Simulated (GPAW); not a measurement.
A run of GPAW 26.7.0:

run.py

```python
import json
import numpy as np
from ase import Atoms
from ase.constraints import FixSymmetry
from ase.io import read, write
from ase.optimize import BFGS
from phonopy import Phonopy
from phonopy.structure.atoms import PhonopyAtoms
from gpaw import GPAW, PW

atoms = read('POSCAR')

calc = GPAW(mode=PW(510),
            xc='PBE',
            kpts={'size': (6, 6, 4), 'gamma': True},
            occupations={'name': 'fermi-dirac', 'width': 0.05},
            nbands=26,
            convergence={'density': 1e-06, 'eigenstates': 1e-09},
            maxiter=150,
            txt='gpaw.txt')
atoms.calc = calc
atoms.set_constraint(FixSymmetry(atoms))
BFGS(atoms, trajectory='relax.traj', logfile='-').run(fmax=0.005, steps=40)
atoms.set_constraint()
energy = atoms.get_potential_energy()
forces = atoms.get_forces()
stress = atoms.get_stress()
calc.write('gs.gpw')
write('result.traj', atoms)
print('Cell:', atoms.cell.cellpar().round(4))
print(atoms.get_scaled_positions().round(5))

def force_constants(scale):
    unit = PhonopyAtoms(symbols=atoms.get_chemical_symbols(), cell=atoms.cell[:] * scale**(1 / 3),
                        scaled_positions=atoms.get_scaled_positions())
    ph = Phonopy(unit, supercell_matrix=np.diag([1, 1, 1]), primitive_matrix=np.eye(3), symprec=1e-4)
    ph.generate_displacements(distance=0.01)
    forces = []
    for i, sc in enumerate(ph.supercells_with_displacements):
        a = Atoms(sc.symbols, cell=sc.cell, scaled_positions=sc.scaled_positions, pbc=True)
        c = GPAW(mode=PW(510),
                 xc='PBE',
                 kpts={'size': (6, 6, 4), 'gamma': True},
                 occupations={'name': 'fermi-dirac', 'width': 0.05},
                 nbands=26,
                 convergence={'density': 1e-06, 'eigenstates': 1e-09},
                 maxiter=150,
                 txt=f'disp-{scale:.3f}-{i:02d}.txt')
        a.calc = c
        f = a.get_forces()
        forces.append(f - f.mean(axis=0))
        print(f'displacement {i}: drift', f.mean(axis=0).round(5), flush=True)
    ph.forces = forces
    ph.produce_force_constants()
    ph.symmetrize_force_constants()
    return ph

qpoints = [[0.0, 0.0, 0.0]]
results = {}
for scale in [1.0]:
    ph = force_constants(scale)
    ph.run_qpoints(qpoints)
    nu = ph.qpoints.frequencies * 33.35641  # THz to cm^-1
    results[f'{scale:.3f}'] = nu.tolist()
    for qp, f in zip(qpoints, nu):
        print(scale, np.round(qp, 4), f.round(2))
json.dump(results, open('phonons.json', 'w'))
```

File POSCAR:

```
Cd2S
1.0
    3.9626700490      0.0000000000      0.0000000000
   -1.9813350245      3.4317729293      0.0000000000
    0.0000000000      0.0000000000      5.8091920000
Cd S
2 1
Direct
    0.3333333333      0.6666666667      0.9327170000
    0.6666666667      0.3333333333      0.5787350000
    0.3333333333      0.6666666667      0.3657050000
```

Potentials or basis: GPAW PAW data sets (gpaw-data 1.2.1), pw.

Command:

```sh
$ OMP_NUM_THREADS=1 python run.py
```

Hardware: 1 thread of Intel(R) Xeon(R) Platinum 8375C CPU @ 2.90GHz (Ice Lake), on a shared host.

Question: How long does it take, and how much memory?

Answer: Wall time 6.8 min on 1 thread of Intel(R) Xeon(R) Platinum 8375C CPU @ 2.90GHz (Ice Lake), on a shared host, peak memory 0.46 GiB. Counts: scf iterations 102, plane waves 2098, bands 26, k points 24.
